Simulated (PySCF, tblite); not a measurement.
# Si₅H₁₀O₂: geometry, infrared bands and NMR shifts

What infrared bands and NMR shifts should Si₅H₁₀O₂ (`O[Si@@]1([SiH3])O[SiH2][Si@@H]1[SiH3]`) show?

The runs use tblite 0.8.0 and PySCF 2.14.0, with density-fitted response routines of our own; the level of theory stands in each step. All values are computed, except where a source is named. Atoms are numbered from 0 throughout.

**1. The molecule as given**

17 atoms, charge 0, multiplicity 1; geometry from: force field or distance geometry start.

Bonds of the start (Å): O0–Si1 1.67, Si1–Si2 2.30, Si1–O3 1.67, O3–Si4 1.66, Si4–Si5 2.24, Si5–Si6 2.24, Si5–Si1 2.23, O0–H7 0.97, Si2–H8 1.49, Si2–H9 1.49, Si2–H10 1.48, Si4–H11 1.49, Si4–H12 1.49, Si5–H13 1.50, Si6–H14 1.48, Si6–H15 1.48, Si6–H16 1.49.

**2. Optimising the geometry with GFN2-xTB**

What the job is given:

```
{"job": {"kind": "relax", "xc": "GFN2-xTB", "basis": "xTB"}, "charge": 0, "multiplicity": 1}
O     -0.687200    -2.247600     1.814800
Si    -0.687500    -0.997600     0.707700
Si    -0.313700    -1.730500    -1.436000
O     -2.085900    -0.116200     0.916500
Si    -1.442500     1.410000     0.789900
Si     0.598400     0.698500     1.388300
Si     2.126100     1.398700    -0.092300
H     -1.561500    -2.472500     2.182800
H     -0.450500    -0.584000    -2.375300
H     -1.305800    -2.780200    -1.818400
H      1.053200    -2.269800    -1.568900
H     -1.534700     1.869200    -0.623600
H     -2.088900     2.345100     1.750100
H      0.917200     0.796000     2.851000
H      1.606000     1.299700    -1.473500
H      3.357300     0.575800     0.010200
H      2.493000     2.817400     0.160200
```

Started as:

```console
$ OMP_NUM_THREADS=1 python probes_run.py task.json out
```

This one command runs all jobs of the session in turn.

Standard output:

```text
step      E/eV     max force
  0    -596.72726    2.939
  1    -596.96590    0.908
  2    -597.03637    0.757
  3    -597.08984    0.790
  4    -597.17325    0.735
  5    -597.24154    0.722
  6    -597.29573    0.552
  7    -597.32462    0.420
  8    -597.34658    0.432
  9    -597.36584    0.364
 10    -597.38867    0.454
 11    -597.41254    0.491
 12    -597.43274    0.383
 13    -597.44644    0.264
 14    -597.45537    0.238
 15    -597.46211    0.274
 16    -597.46933    0.250
 17    -597.47823    0.246
 18    -597.48759    0.224
 19    -597.49477    0.184
 20    -597.49914    0.189
 21    -597.50199    0.152
 22    -597.50531    0.161
 23    -597.50967    0.180
 24    -597.51378    0.231
 25    -597.51656    0.192
 26    -597.51835    0.107
 27    -597.52000    0.105
 28    -597.52215    0.153
 29    -597.52500    0.210
 30    -597.52833    0.205
 31    -597.53187    0.149
 32    -597.53504    0.157
 33    -597.53709    0.167
 34    -597.53851    0.123
 35    -597.53978    0.095
 36    -597.54095    0.110
 37    -597.54229    0.141
 38    -597.54365    0.144
 39    -597.54507    0.133
 40    -597.54677    0.137
 41    -597.55040    0.191
 42    -597.55392    0.249
 43    -597.55795    0.230
 44    -597.56073    0.133
 45    -597.56234    0.091
 46    -597.56343    0.107
 47    -597.56525    0.111
 48    -597.56743    0.131
 49    -597.56957    0.146
 50    -597.57113    0.102
 51    -597.57213    0.101
 52    -597.57275    0.089
 53    -597.57331    0.061
 54    -597.57399    0.054
 55    -597.57473    0.075
 56    -597.57546    0.067
 57    -597.57628    0.080
 58    -597.57697    0.068
 59    -597.57756    0.065
 60    -597.57805    0.053
 61    -597.57842    0.040
 62    -597.57866    0.037
 63    -597.57886    0.039
 64    -597.57910    0.044
 65    -597.57948    0.061
 66    -597.58008    0.075
 67    -597.58090    0.071
 68    -597.58173    0.066
 69    -597.58232    0.049
 70    -597.58262    0.035
 71    -597.58282    0.037
 72    -597.58307    0.036
 73    -597.58344    0.059
 74    -597.58389    0.052
 75    -597.58426    0.062
 76    -597.58449    0.035
 77    -597.58462    0.029
 78    -597.58480    0.035
 79    -597.58509    0.040
 80    -597.58541    0.039
 81    -597.58564    0.035
 82    -597.58579    0.028
 83    -597.58594    0.034
 84    -597.58618    0.047
 85    -597.58656    0.059
 86    -597.58702    0.058
 87    -597.58740    0.052
 88    -597.58762    0.040
 89    -597.58777    0.035
 90    -597.58793    0.040
 91    -597.58817    0.067
 92    -597.58857    0.082
 93    -597.58912    0.085
 94    -597.58965    0.052
 95    -597.59001    0.028
 96    -597.59015    0.030
 97    -597.59020    0.017
 98    -597.59026    0.026
 99    -597.59042    0.046
100    -597.59062    0.049
101    -597.59076    0.030
102    -597.59082    0.014
103    -597.59085    0.017
104    -597.59088    0.018
105    -597.59095    0.024
106    -597.59105    0.028
107    -597.59119    0.025
108    -597.59128    0.013
109    -597.59131    0.010
110    -597.59132    0.010
```

Wall time 1.2 s (1 thread of Intel Xeon 6975P-C, shared host); peak memory 0.18 GiB.

Step by step: (not every step is listed)

```
step  energy from step 0 (eV)  largest force (eV/Å)
   0                   0.0000                2.9387
   1                  -0.2386                0.9084
   2                  -0.3091                0.7570
   3                  -0.3626                0.7902
   4                  -0.4460                0.7352
   5                  -0.5143                0.7219
   6                  -0.5685                0.5522
   7                  -0.5974                0.4205
   8                  -0.6193                0.4319
  17                  -0.7510                0.2457
  26                  -0.7911                0.1067
  35                  -0.8125                0.0945
  44                  -0.8335                0.1330
  53                  -0.8460                0.0611
  62                  -0.8514                0.0371
  71                  -0.8556                0.0371
  80                  -0.8582                0.0394
  89                  -0.8605                0.0351
  98                  -0.8630                0.0263
 105                  -0.8637                0.0242
 106                  -0.8638                0.0285
 107                  -0.8639                0.0250
 108                  -0.8640                0.0133
 109                  -0.8641                0.0100
 110                  -0.8641                0.0099
```

Distances of close pairs at the start and the end, largest changes first:

```
   bond  before (Å)  after (Å)  change (Å)
Si1–Si5       2.235      2.386      +0.152
Si4–Si5       2.243      2.352      +0.110
Si5–Si6       2.240      2.309      +0.069
 O0–Si1       1.670      1.635      -0.035
 Si2–H9       1.494      1.467      -0.027
Si4–H11       1.489      1.463      -0.026
Si4–H12       1.488      1.464      -0.024
Si6–H16       1.487      1.465      -0.022
```

The next job starts from the end point, and lists it.

**3. Harmonic vibrations with GFN2-xTB**

What the job is given:

```
{"job": {"kind": "ir", "xc": "GFN2-xTB", "basis": "xTB"}, "charge": 0, "multiplicity": 1}
O     -0.943388    -2.218880     1.574107
Si    -0.589680    -1.068882     0.467355
Si    -0.548678    -2.168305    -1.548408
O     -1.878090     0.007078     0.473224
Si    -1.532383     1.552127     0.937620
Si     0.673993     0.798482     1.249226
Si     2.429937     1.689223     0.043797
H     -1.432840    -2.015441     2.367446
H     -0.605210    -1.229392    -2.676061
H     -1.596220    -3.164402    -1.798752
H      0.731040    -2.877161    -1.669835
H     -1.853853     2.402132    -0.208563
H     -2.459156     1.840576     2.033637
H      1.043938     0.731151     2.690930
H      2.152059     1.683789    -1.394784
H      3.692015     0.970264     0.230769
H      2.709518     3.079669     0.411662
```

Standard output:

```text
mode    cm-1     km/mol
  1     -10.4      0.01
  2      31.7      0.19
  3      40.2      0.62
  4      56.1      0.28
  5      83.6      2.46
  6     103.5      1.14
  7     121.6     16.91
  8     161.7      9.07
  9     197.9     39.99
 10     279.1     16.87
 11     289.3     39.41
 12     309.8     12.47
 13     334.0     19.49
 14     363.5      3.83
 15     410.8     14.46
 16     419.8     25.96
 17     425.3     24.16
 18     454.2     61.81
 19     458.1     84.27
 20     497.5     17.11
 21     529.7     42.72
 22     568.6    370.00
 23     592.2     45.02
 24     621.8     81.62
 25     718.9    637.60
 26     770.6    413.26
 27     771.4    396.77
 28     788.4    646.08
 29     798.9    210.09
 30     809.4     99.29
 31     814.7     36.18
 32     820.5     97.82
 33     831.1    401.00
 34     832.4    152.62
 35     863.0    176.36
 36    1985.4    320.33
 37    2205.4    189.88
 38    2210.5    435.97
 39    2217.1    258.62
 40    2221.8    244.59
 41    2226.5    164.11
 42    2228.1    322.00
 43    2234.3    507.20
 44    2237.5    306.61
 45    3647.0     12.29
```

Run time: 0.97 s. Hardware: 1 thread of Intel Xeon 6975P-C, shared host; peak memory 0.18 GiB.

The strongest bands and the atoms that carry them (share of the mass-weighted mode):

```csv
cm⁻¹,km/mol,atoms
569,370.0,"H13 55 %, Si5 12 %"
719,637.6,"O3 25 %, H7 16 %, Si4 16 %, H11 14 %"
771,413.3,"H14 18 %, H15 14 %, H16 14 %"
771,396.8,"H7 44 %, H11 11 %, H12 10 %"
788,646.1,"H9 19 %, H10 17 %, H8 13 %"
831,401.0,"O3 53 %, Si4 14 %"
2210,436.0,"H8 62 %, H12 19 %"
2234,507.2,"H11 51 %, H14 27 %"
```

**4. Nuclear shieldings: PBE0/pcSseg-1**

Settings changed since step 3:

```diff
@@ -1,2 +1,2 @@
-{"job": {"kind": "ir", "xc": "GFN2-xTB", "basis": "xTB"}, "charge": 0, "multiplicity": 1}
+{"job": {"kind": "nmr", "xc": "PBE0", "basis": "pcSseg-1"}, "charge": 0, "multiplicity": 1}
 O     -0.943388    -2.218880     1.574107
```

Method: GIAO PBE0/pcSseg-1 NMR shielding, non-relativistic, gas phase.

Standard output:

```text
coarse grid: 16496 points
cycle   1  E = -1602.9280159358  dE =  5.856e-01  |g| = 1.036e+00  |ddm| = 3.848e+00
cycle   2  E = -1602.4360415796  dE =  4.920e-01  |g| = 1.864e+00  |ddm| = 3.484e+00
cycle   3  E = -1603.1151848161  dE = -6.791e-01  |g| = 1.632e-01  |ddm| = 2.798e+00
cycle   4  E = -1603.1187683591  dE = -3.584e-03  |g| = 1.158e-01  |ddm| = 2.995e-01
cycle   5  E = -1603.1211653921  dE = -2.397e-03  |g| = 1.784e-02  |ddm| = 1.113e-01
cycle   6  E = -1603.1212384650  dE = -7.307e-05  |g| = 4.807e-03  |ddm| = 3.195e-02
cycle   7  E = -1603.1212452708  dE = -6.806e-06  |g| = 6.858e-04  |ddm| = 8.069e-03
final grid: 135768 points
cycle   8  E = -1603.1780178523  dE = -1.249e-05  |g| = 8.202e-03  |ddm| = 1.794e-02
cycle   9  E = -1603.1779982919  dE =  1.956e-05  |g| = 1.313e-02  |ddm| = 1.947e-02
cycle  10  E = -1603.1780287213  dE = -3.043e-05  |g| = 8.106e-04  |ddm| = 1.315e-02
cycle  11  E = -1603.1780288115  dE = -9.020e-08  |g| = 3.825e-04  |ddm| = 1.080e-03
cycle  12  E = -1603.1780288373  dE = -2.582e-08  |g| = 3.567e-05  |ddm| = 3.558e-04
cycle  13  E = -1603.1780288376  dE = -2.337e-10  |g| = 9.745e-06  |ddm| = 6.379e-05
converged SCF energy = -1603.1780288376

GIAO shielding tensors (ppm)
atom      isotropic    diamagn.    paramagn.     s11        s22        s33       span
  0 O      242.799     386.923    -144.123    190.687    239.120    298.591    107.904
  1 Si     316.446     878.381    -561.935    285.001    307.504    356.835     71.834
  2 Si     467.643     880.667    -413.024    445.433    471.173    486.323     40.890
  3 O      180.308     403.596    -223.289     39.261    232.978    268.684    229.422
  4 Si     356.234     881.090    -524.856    302.024    325.954    440.723    138.699
  5 Si     409.179     884.184    -475.006    273.913    433.818    519.805    245.892
  6 Si     467.871     880.284    -412.413    455.757    466.670    481.186     25.429
  7 H       28.996      31.447      -2.451     21.917     24.913     40.158     18.241
  8 H       28.380      30.103      -1.723     24.986     27.093     33.060      8.074
  9 H       28.059      28.663      -0.604     24.649     25.624     33.903      9.253
 10 H       28.461      29.433      -0.972     25.449     26.491     33.443      7.994
 11 H       25.960      30.369      -4.409     23.416     24.206     30.258      6.842
 12 H       25.755      29.777      -4.022     22.295     24.057     30.913      8.618
 13 H       26.769      31.222      -4.453     24.267     25.228     30.814      6.547
 14 H       27.976      29.584      -1.608     24.653     26.498     32.777      8.123
 15 H       28.141      28.984      -0.843     24.777     25.719     33.927      9.150
 16 H       28.141      28.608      -0.467     24.622     25.672     34.131      9.509
```

Wall time 27 s (1 thread of Intel Xeon 6975P-C, shared host); peak memory 0.86 GiB.

The references, computed at this level on geometries of the same kind, shield at (ppm): 1H TMS 31.72, 29Si TMS 349.2, 17O H2O 336.1. Their shielding less the atom's gives the shift. The references are single molecules in the gas phase, so shifts against H2O, NH3, PH3, H3PO4 or CFCl3 are not on the usual liquid scales and can be off by tens of ppm. Atoms listed in one row are averaged.

| atoms | environment | σ (ppm) | δ (ppm) |
| --- | --- | --- | --- |
| H12 | hydrogen on a silicon bonded to O, Si, in a 4-membered ring | 25.76 | 5.96 |
| H11 | hydrogen on a silicon bonded to O, Si, in a 4-membered ring | 25.96 | 5.76 |
| H13 | hydrogen on a silicon bonded to 3 Si, in a 4-membered ring | 26.77 | 4.95 |
| H14, H15, H16 | hydrogen on a silicon bonded to Si | 28.09 | 3.63 |
| H8, H9, H10 | hydrogen on a silicon bonded to Si | 28.30 | 3.42 |
| H7 | hydrogen on an oxygen bonded to Si | 29.00 | 2.72 |
| O3 | oxygen bonded to 2 Si, in a 4-membered ring | 180.3 | 155.8 |
| O0 | oxygen bonded to Si, H | 242.8 | 93.3 |
| Si1 | silicon bonded to 2 O, 2 Si, in a 4-membered ring | 316.4 | 32.7 |
| Si4 | silicon bonded to O, Si, 2 H, in a 4-membered ring | 356.2 | -7.1 |
| Si5 | silicon bonded to 3 Si, H, in a 4-membered ring | 409.2 | -60.0 |
| Si2 | silicon bonded to Si, 3 H | 467.6 | -118.5 |
| Si6 | silicon bonded to Si, 3 H | 467.9 | -118.7 |

Charges from the same density, by scheme (e):

| atoms | Mulliken | IAO | Hirshfeld | ESP fit |
| --- | --- | --- | --- | --- |
| O0 | -0.54 | -0.78 | -0.31 | -0.70 |
| Si1 | 0.84 | 0.96 | 0.33 | 0.63 |
| Si2 | 0.19 | 0.27 | 0.22 | 0.22 |
| O3 | -0.74 | -0.91 | -0.33 | -0.50 |
| Si4 | 0.67 | 0.74 | 0.31 | 0.44 |
| Si5 | -0.42 | -0.09 | 0.07 | -0.19 |
| Si6 | 0.27 | 0.31 | 0.21 | 0.29 |

Mayer bond orders: O0–Si1 1.05, Si1–Si2 0.86, Si1–O3 0.88, O3–Si4 0.93, Si4–Si5 0.86, Si5–Si6 0.88, Si5–Si1 0.77.

Ring of atoms Si1, O3, Si4, Si5: NICS(0) -0.5, NICS(1) -0.9, NICS(1)zz 5.0 ppm (means of both faces).

**5. What came out**

| quantity | value |
| --- | --- |
| strongest single infrared mode (GFN2-xTB) | 788 cm⁻¹, 646 km/mol |
| zero-point energy (GFN2-xTB) | 56.6 kcal/mol |
| 1H shifts against TMS (PBE0/pcSseg-1, means over atoms taken as alike) | 5.96, 5.76, 4.95, 3.63, 3.42, 2.72 ppm |
| 17O shifts against H2O (PBE0/pcSseg-1) | 155.8, 93.3 ppm |
| 29Si shifts against TMS (PBE0/pcSseg-1) | 32.7, -7.1, -60.0, -118.5, -118.7 ppm |

The optimisation took 110 steps and gained 0.864 eV; among the close pairs (by a distance rule), Si1–Si5 changed most, from 2.235 to 2.386 Å. The lowest mode is slightly imaginary (10i cm⁻¹), a soft motion within the noise of the Hessian, so the minimum is not strictly shown. The strongest single mode, at 788 cm⁻¹, is spread over several atoms, H9, H10, H8 among them. Unscaled tight-binding wavenumbers are off by several per cent, some by more. Its intensities can rank the bands wrongly. At PBE0/pcSseg-1: The largest span, 246 ppm, is at Si5, where the paramagnetic term is -475 ppm.
